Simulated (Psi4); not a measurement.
**PBE0/aug-cc-pVDZ (density fitting, sweep point 9) run of ZnBH3O (SMILES [BH2][Zn][OH])**

We compute a single-point energy of ZnBH3O. The job is set up through a Python script.

Program for the calculation: Psi4 1.11.

8 further runs of the same task are left out: 8 set aside as unsound or not needed.

### 1 Starting point

ZnBH3O: 6 atoms, total charge 0, spin state singlet. SMILES: `[BH2][Zn][OH]`. The coordinates come from a PBE0-D4/def2-TZVP relaxation.

Bond lengths: B1–Zn2 2.036 Å, Zn2–O3 1.783 Å, B1–H4 1.197 Å, B1–H5 1.197 Å, O3–H6 0.958 Å. Angles: B1–Zn2–O3 176.1°, Zn2–B1–H4 122.1°, Zn2–B1–H5 121.9°, Zn2–O3–H6 118.1°, H4–B1–H5 116.0°.

### 2 The energy at PBE0/aug-cc-pVDZ (density fitting, sweep point 9)

The input, job.py:

```python
import psi4

psi4.set_memory(1600000000)
psi4.set_num_threads(1)
psi4.core.set_output_file('bh3ozn.out', False)

molecule = psi4.geometry("""
0 1
B     -1.105600     0.409400    -0.906500
Zn     0.421100    -0.026500     0.368400
O      1.765400    -0.289800     1.510000
H     -1.663900    -0.437200    -1.543000
H     -1.498500     1.529200    -1.064800
H      2.081400    -1.185100     1.636000
symmetry c1
""")

psi4.set_options({
    'basis': 'aug-cc-pVDZ',
    'reference': 'rks',
    'scf_type': 'df',
    'basis_guess': True,
})

e_tot, wfn = psi4.energy('PBE0', molecule=molecule, return_wfn=True)
print(f'PBE0 energy: {e_tot:.10f} Eh')
```

The run is started by

```
$ python job.py
```

bh3ozn.out:

```text
[...]
  Running in c1 symmetry.
[...]
  Nuclear repulsion =  145.275220650262696
[...]
  Multiplicity = 1
[...]
  Nalpha       = 23
  Nbeta        = 23
[...]
    Number of basis functions: 48
[...]
   @DF-RKS iter   1: -1874.87355769987107   -2.13336e+00   5.64748e-02 DIIS/ADIIS
[...]
   @DF-RKS iter   7: -1880.93082622304973   -3.31122e-07   6.60585e-07 DIIS
[...]
    Orbital Energies [Eh]
    ---------------------
    Doubly Occupied:
       1A   -347.601364     2A    -42.345612     3A    -37.286444
       4A    -37.286128     5A    -37.283212     6A    -19.189053
       7A     -6.817828     8A     -4.891984     9A     -3.267984
      10A     -3.267828    11A     -3.261705    12A     -0.970795
      13A     -0.555584    14A     -0.527568    15A     -0.523571
      16A     -0.523503    17A     -0.522726    18A     -0.507888
      19A     -0.438277    20A     -0.363942    21A     -0.330848
      22A     -0.296682    23A     -0.287952
[...]
  @DF-RKS Final Energy: -1880.93082622304973
   => Energetics <=
    Nuclear Repulsion Energy =            145.2752206502626962
    One-Electron Energy =               -2910.8720084010592473
    Two-Electron Energy =                 948.5322477498375520
    DFT Exchange-Correlation Energy =     -63.8662862220909133
    Empirical Dispersion Energy =           0.0000000000000000
    VV10 Nonlocal Energy =                  0.0000000000000000
    Total Energy =                      -1880.9308262230497348
[...]
 Multipole Moments:
 ------------------------------------------------------------------------------------
     Multipole            Electronic (a.u.)      Nuclear  (a.u.)        Total (a.u.)
 ------------------------------------------------------------------------------------
 L = 1.  Multiply by 2.5417464519 to convert [e a0] to [Debye]
 Dipole X            :          0.2880885           -0.6894257           -0.4013371
 Dipole Y            :          0.0395416           -0.4184217           -0.3788801
 Dipole Z            :          0.2654287           -0.6838927           -0.4184640
 Magnitude           :                                                    0.6926282
[...]
```

On the terminal:

```text
PBE0 energy: -1880.9308262230 Eh
```

It took 7.8 s on 1 thread of AMD EPYC 9R45 (Zen 5), shared host; peak memory 0.85 GiB.

### 3 Summary of results

Level: PBE0/aug-cc-pVDZ (density fitting, sweep point 9).

```
     quantity           value
 total energy  -1880.93083 Eh
dipole moment          1.76 D
  HOMO energy        -7.84 eV
  LUMO energy        -2.62 eV
HOMO–LUMO gap         5.22 eV
```
